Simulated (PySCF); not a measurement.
# C2H10Al2O2: the cost of one run

The runs use PySCF 2.14.0, with density-fitted response routines of our own; the level of theory stands in each step. All values are computed, except where a source is named. Atoms are numbered from 0 throughout.

## Step 1: Starting geometry

16 atoms, charge 0, multiplicity 1; geometry from: GFN2-xTB.

Bonds of the start (Å): C0–O1 1.42, O1–Al2 1.83, Al2–O3 1.84, O3–C4 1.42, O3–Al5 1.83, Al5–O1 1.84, C0–H6 1.09, C0–H7 1.09, C0–H8 1.09, Al2–H9 1.54, Al2–H10 1.54, C4–H11 1.09, C4–H12 1.09, C4–H13 1.09, Al5–H14 1.54, Al5–H15 1.54.

## Step 2: Relaxing the molecule at PBE0-D3(BJ)/def2-SVP

The job: settings as JSON, then the geometry in Å.

```
{"job": {"xc": "PBE0", "basis": "def2-SVP", "d3": "d3bj", "grid": 1, "kind": "geom"}, "charge": 0, "multiplicity": 1}
C      2.535110     0.708950    -0.020350
O      1.177230     0.307990     0.049740
Al    -0.341870     1.197460     0.557560
O     -1.170140    -0.339030    -0.035300
C     -2.547240    -0.677090    -0.021320
Al     0.354270    -1.239670    -0.510940
H      2.592130     1.785150    -0.194780
H      3.028110     0.183170    -0.840320
H      3.047110     0.471620     0.913180
H     -0.598110     2.378750    -0.401530
H     -0.474140     1.282310     2.093540
H     -2.684810    -1.655840     0.441350
H     -2.936510    -0.708300    -1.040310
H     -3.097530     0.073640     0.550370
H      0.483630    -1.358960    -2.044650
H      0.617560    -2.392260     0.480940
```

The run is started by

```console
OMP_NUM_THREADS=1 python probes_run.py task.json out
```

One launch serves the whole session: the jobs run in the order shown.

**Question.** How long does this first job take on 1 thread of Arm Neoverse V1, shared host, and how much memory does it need?

About 57 s, with a peak of 0.62 GiB.
